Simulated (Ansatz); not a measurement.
# NaHf: the cost of one run

Computed with Ansatz 0.2.0 (DFT PBE, scalar-relativistic, plane waves, PAW, unless a step's input says otherwise).

The COD cell was measured well above room temperature, so it is larger than a cold one.

## 1. The system as given

It takes space group Fm-3m (No. 225, cubic). The conventional cell has a = 5.469 Å, b = 5.469 Å, c = 5.469 Å, α = 90.00°, β = 90.00°, γ = 90.00°. Na (site symmetry m-3m) is surrounded by 6 Hf at 2.73 Å. Hf (site symmetry m-3m) has 6 Na at 2.73 Å as nearest neighbours.

Coordinates:

```xyz
2
Lattice="0.0000 2.7347 2.7347 2.7347 0.0000 2.7347 2.7347 2.7347 0.0000" Properties=species:S:1:pos:R:3 pbc="T T T"
Na    0.0000    0.0000    0.0000
Hf    2.7347    2.7347    2.7347
```

This is candidate A: rock salt type (Fm-3m, No. 225).

(A quick probe on a coarse mesh, which set the mesh and smearing, is not shown.)

## 3. Coarse relaxation (candidate A)

Input file input.yaml:

```yaml
crystal:
  lattice:
    - [0.0, 2.7347129926, 2.7347129926]
    - [2.7347129926, 0.0, 2.7347129926]
    - [2.7347129926, 2.7347129926, 0.0]
  atoms:
    - { symbol: Na, position: [0.0, 0.0, 0.0] }
    - { symbol: Hf, position: [0.5, 0.5, 0.5] }
basis:
  ecutwfc: 420
kpoints:
  mp_grid: { grid: [6, 6, 6] }
hamiltonian:
  xc: pbe
scf:
  occupations: { method: gaussian, width: 0.1 }
  lower_state_search: "off"
output:
  forces: true
  stress: true
  eigenvalues: true
relax:
  adjacent_minimum: "off"
  f_tol: 0.04
  max_steps: 70
  cell: { stress_tol: 0.4 }
```

Run with:

```console
> ansatz run input.yaml --threads 1 --pin off --max-ram 2560MiB --backend cpu --events-out ev --progress --plain --runs-dir out
```

Q: Estimate wall time and peak memory on 1 thread of Intel Xeon 6975P-C (Granite Rapids), shared host.

About 3.4 s, with a peak of 0.37 GiB.
